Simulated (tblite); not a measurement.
# C5H13BP2: the cost of one run

Computed with tblite 0.8.0 and PySCF 2.14.0, with density-fitted response routines of our own, on a single molecule, in the gas phase or a continuum. Atoms are numbered from 0 throughout.

### Step 1. The starting structure

21 atoms, charge 0, multiplicity 1; geometry from: force field or distance geometry start.

Bonds of the start (Å): B0–P1 1.90, P1–P2 2.14, P1–C3 1.80, C3–C4 1.50, C4–C5 1.33, C5–C6 1.51, C5–C7 1.49, C7–P1 1.82, B0–H8 1.19, B0–H9 1.20, B0–H10 1.18, P2–H11 1.45, P2–H12 1.45, C3–H13 1.12, C3–H14 1.10, C4–H15 1.08, C6–H16 1.11, C6–H17 1.10, C6–H18 1.12, C7–H19 1.11, C7–H20 1.11.

### Step 2. Relaxing the molecule with GFN2-xTB

What the job is given:

```
{"job": {"kind": "relax", "xc": "GFN2-xTB", "basis": "xTB"}, "charge": 0, "multiplicity": 1}
B     -1.908100    -1.783100     0.667000
P     -1.154200    -0.206500    -0.074500
P     -2.620100     1.323500    -0.375800
C     -0.219300    -0.534600    -1.582400
C      1.177200    -0.121900    -1.243900
C      1.402700     0.345500    -0.017000
C      2.774700     0.794100     0.411500
C      0.242700     0.400300     0.922900
H     -2.420600    -1.524000     1.713900
H     -2.743100    -2.206700    -0.076900
H     -1.069200    -2.599600     0.829700
H     -2.753700     1.628300     1.037700
H     -1.646300     2.360700    -0.631100
H     -0.240600    -1.624900    -1.821800
H     -0.621200     0.068700    -2.414000
H      1.967400    -0.193800    -1.978600
H      3.489600    -0.051400     0.333700
H      3.115600     1.621700    -0.229800
H      2.756200     1.141600     1.475800
H      0.053200     1.439300     1.257000
H      0.408000    -0.260400     1.796300
```

Launch:

```sh
$ OMP_NUM_THREADS=1 python probes_run.py task.json out
```

One launch serves the whole session: the jobs run in the order shown.

**Question.** How long does this first job take on 1 thread of Arm Neoverse V1, shared host, and how much memory does it need?

About 2.3 s, with a peak of 0.17 GiB.
